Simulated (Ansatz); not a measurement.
# CH5InO2: how energies converge with the basis set

Aim: see how fast density functionals converge with the basis set for CH5InO2.

Method: one geometry, several basis sets; program: Ansatz 0.2.0, Gaussian basis.

Plan: PBE0-D4/def2-SVP; ωB97M-V/def2-SVP; PBE0-D4/def2-QZVPP; ωB97M-V/def2-QZVPP; the functionals' def2-TZVPP values are taken from earlier runs.

## Step 1: The geometry

An earlier PBE0-D4 in a triple-zeta def2 set relaxation fixed the geometry. In takes the def2 core potential; no spin-orbit term is included.

SMILES `[CH3][In]([OH])[OH]`, 9 atoms, charge 0, spin multiplicity 1.

Atoms are counted from 1 here; the program's logs count them from 0.

Bond lengths: C1–In2 2.127 Å, C1–H5 1.090 Å, C1–H6 1.090 Å, C1–H7 1.089 Å, In2–O3 1.981 Å, In2–O4 1.993 Å, O3–H8 0.961 Å, O4–H9 0.959 Å. Angles: In2–C1–H5 109.8°, In2–C1–H6 109.5°, In2–C1–H7 109.4°, H5–C1–H6 109.0°, H5–C1–H7 109.7°, H6–C1–H7 109.5°, C1–In2–O3 124.7°, C1–In2–O4 129.1°, O3–In2–O4 106.2°, In2–O3–H8 111.0°, In2–O4–H9 114.4°.

Geometry (Å):

```xyz
9
CH5InO2
C    -0.0866    0.9202   -1.3662
In    0.1229   -0.3361    0.3378
O     1.4408   -1.8060    0.5009
O    -0.8986   -0.3129    2.0486
H    -1.1264    0.9292   -1.6928
H     0.2121    1.9363   -1.1077
H     0.5475    0.5489   -2.1698
H     1.3655   -2.2434    1.3531
H    -1.5771    0.3637    2.0961
```

## Step 2: PBE0-D4 in def2-SVP

Input file in.yaml:

```yaml
crystal:
  periodic: [false, false, false]
  atoms:
    - {symbol: C, position_ang: [-0.086637, 0.920171, -1.366187]}
    - {symbol: In, position_ang: [0.122878, -0.336095, 0.337837]}
    - {symbol: O, position_ang: [1.440752, -1.805953, 0.500871]}
    - {symbol: O, position_ang: [-0.898639, -0.312883, 2.048610]}
    - {symbol: H, position_ang: [-1.126359, 0.929180, -1.692770]}
    - {symbol: H, position_ang: [0.212108, 1.936307, -1.107727]}
    - {symbol: H, position_ang: [0.547516, 0.548907, -2.169843]}
    - {symbol: H, position_ang: [1.365474, -2.243371, 1.353110]}
    - {symbol: H, position_ang: [-1.577104, 0.363747, 2.096109]}
basis:
  gaussian: {orbitals: def2-SVP}
hamiltonian: {xc: pbe0, dispersion: d4}
output: {orbitals: {seedname: orbitals}}
```

The runs that follow: ωB97M-V in def2-SVP; PBE0-D4 in def2-QZVPP; ωB97M-V in def2-QZVPP.

Q: Predict the results of all the runs planned. Wanted: PBE0-D4: double and triple zeta above quadruple; ωB97M-V: double and triple zeta above quadruple.

As calculated:

| quantity | value |
| --- | --- |
| PBE0-D4: double and triple zeta above quadruple | 7.35, 0.38 eV |
| ωB97M-V: double and triple zeta above quadruple | 7.56, 0.37 eV |

In words: PBE0-D4 gains 6.96 eV from double to triple zeta, then 0.38 eV more. Total energies overstate the basis error of differences, where much of it tends to cancel. The LUMO of ωB97M-V is positive and keeps falling with the basis (1.19 to 0.31 eV): an unbound level that the basis holds in place.
